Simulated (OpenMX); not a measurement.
The system is GaF.

```
Ga F
1.0
     3.16592    0.00000    0.00000
     0.00000    3.16592    0.00000
     0.00000    0.00000    3.16592
Ga F
1 1
Direct
  0.00000 0.00000 0.00000
  0.50000 0.50000 0.50000
```

The cell was built by a generator and needn't be a form met in nature.

Base run:

* Program: OpenMX 3.8.5
* Functional: PBE
* Dispersion: D3
* Potentials or basis: OpenMX 2013 PBE set, Ga7.0-s3p2d2, F6.0-s2p2d1, grid cutoff 500 Ry
* k mesh: 7 × 7 × 7
* Occupations: fermi-dirac, width 0.05 eV
* Spin: no spin polarisation

Its results: band gap on the k mesh 1.69 eV, indirect (least direct gap 2.19 eV); pressure 5.3 GPa.

Q: The run is repeated on the same cell with these changes: dispersion from D3 to D3(BJ). What comes out?

A: Band gap on the k mesh 1.69 eV, indirect (least direct gap 2.19 eV); pressure 7.5 GPa.

Caveats: an odd mesh through Γ misses points on the zone boundary, where band edges often lie; the basis of atomic orbitals isn't converged, which shifts pressures, moduli and gaps.

Not every run made on this cell is shown here.
